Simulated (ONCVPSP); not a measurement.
# Cu: generating and testing an ONCV potential

Do these settings give a usable potential? It is generated, then checked for transferability, scattering, ghosts and hardness.

The numbers are computed with ONCVPSP 4.0.1.1 (patched build) (PBEsol, scalar-relativistic, spin-unpolarised reference atom).

## 1. The design

Typed settings, in words:

```
element                 : copper (Cu, Z = 29)
type                    : optimised norm-conserving Vanderbilt (ONCV)
frozen core             : [Ne]
valence charge          : 19
reference configuration : 3s2 3p6 3d10 4s0.5 (charge +0.5)
partial waves           : 3s+4s: rc 1.10 bohr, ncon 4, nbas 8, qcut 8.5 1/bohr, 2 projectors; 3p: rc 0.65 bohr, ncon 4, nbas 7, qcut 15.1 1/bohr, 2 projectors, debl 3.1 Ha; 3d: rc 1.30 bohr, ncon 4, nbas 9, qcut 12.7 1/bohr, 1 projector
local potential         : polynomial inside 0.45 bohr (lpopt 1, dvloc0 -1 Ha)
core correction         : polynomial model core, fcfact 0.3
```

An earlier all-electron run gives the scale for the radii.

All-electron outer shells of the reference configuration (PBEsol, scalar-relativistic, ld1.x):

```json
{"shell": "2p", "level (eV)": "-920.39", "outermost node (bohr)": "–", "outermost maximum (bohr)": "0.16"}
{"shell": "3s", "level (eV)": "-118.48", "outermost node (bohr)": "0.29", "outermost maximum (bohr)": "0.61"}
{"shell": "3p", "level (eV)": "-76.09", "outermost node (bohr)": "0.26", "outermost maximum (bohr)": "0.62"}
{"shell": "3d", "level (eV)": "-9.14", "outermost node (bohr)": "–", "outermost maximum (bohr)": "0.60"}
{"shell": "4s", "level (eV)": "-8.06", "outermost node (bohr)": "0.89", "outermost maximum (bohr)": "2.19"}
{"shell": "4p", "level (eV)": "-3.33", "outermost node (bohr)": "0.97", "outermost maximum (bohr)": "3.07"}
```

## 2. Generation

File Cu.dat:

```
# ATOM AND REFERENCE CONFIGURATION
# atsym  z   nc   nv     iexc    psfile
  Cu 29.00    3    4  -116133      upf
#
#   n    l    f
    1    0    2.00
    2    0    2.00
    2    1    6.00
    3    0    2.00
    3    1    6.00
    3    2   10.00
    4    0    0.50
#
# PSEUDOPOTENTIAL AND OPTIMIZATION
# lmax
    2
#
#   l,   rc,      ep,       ncon, nbas, qcut
    0    1.10    0.00    4    8    8.50
    1    0.65    0.00    4    7   15.10
    2    1.30    0.00    4    9   12.70
#
# LOCAL POTENTIAL
# lloc, lpopt,  rc(5),   dvloc0
    4    1    0.45   -1.00
#
# VANDERBILT-KLEINMAN-BYLANDER PROJECTORs
# l, nproj, debl
    0    2    3.40
    1    2    3.10
    2    1    0.70
#
# MODEL CORE CHARGE
# icmod, fcfact, rcfact
    1    0.30    0.00
#
# LOG DERIVATIVE ANALYSIS
# epsh1, epsh2, depsh
   -6.00    5.00    0.04
#
# OUTPUT GRID
# rlmax, drl
    6.00    0.01
#
# TEST CONFIGURATIONS
# ncnf
    4
# nvcnf
#   n    l    f
    4
    3    0    2.00
    3    1    6.00
    3    2   10.00
    4    0    1.00
#
    4
    3    0    2.00
    3    1    6.00
    3    2   10.00
    4    0    0.00
#
    4
    3    0    2.00
    3    1    6.00
    3    2    9.00
    4    0    0.00
#
    4
    3    0    1.00
    3    1    6.00
    3    2   10.00
    4    0    1.00
#
```

Run with:

```
$ oncvpsp.x < Cu.dat > Cu.out
```

Q: Predict the outcome of this session. Wanted: cutoffs for 1 and 0.1 mHa per electron, occupied waves; bound ghosts; GHOST(+) flags; largest test error; largest phase difference near zero energy, channels read; rms error of d²Exc/dn², without and with the model core.

**Answer**, as computed:

| quantity | value |
| --- | --- |
| cutoffs for 1 and 0.1 mHa per electron, occupied waves | 94 Ha and 116 Ha |
| bound ghosts | none found |
| GHOST(+) flags | s at 248 eV |
| largest test error (AE − PS) | -354 meV, for 3s1 3p6 3d10 4s1 |
| largest phase difference near zero energy, channels read | 0.007 rad |
| rms error of d²Exc/dn², without and with the model core | 2.94 and 1.38 mHa |

**Reading.** By total energies transferability is fair for so large an energy: the largest error is 354 meV on 118.8 eV, for 3s1 3p6 3d10 4s1. That test lies far up in energy; among those under 40 eV, nearer to bonding, the largest error is 9.3 meV. It counts as very hard, with 94 Ha needed at the looser tolerance. At the looser tolerance the 3p wave is the slowest; 3d needs 62 Ha. No bound ghost shows below the valence levels. Near zero energy the phases of the channels with partial waves agree within 0.007 rad. The program also flags highly localised states, GHOST(+) (s).
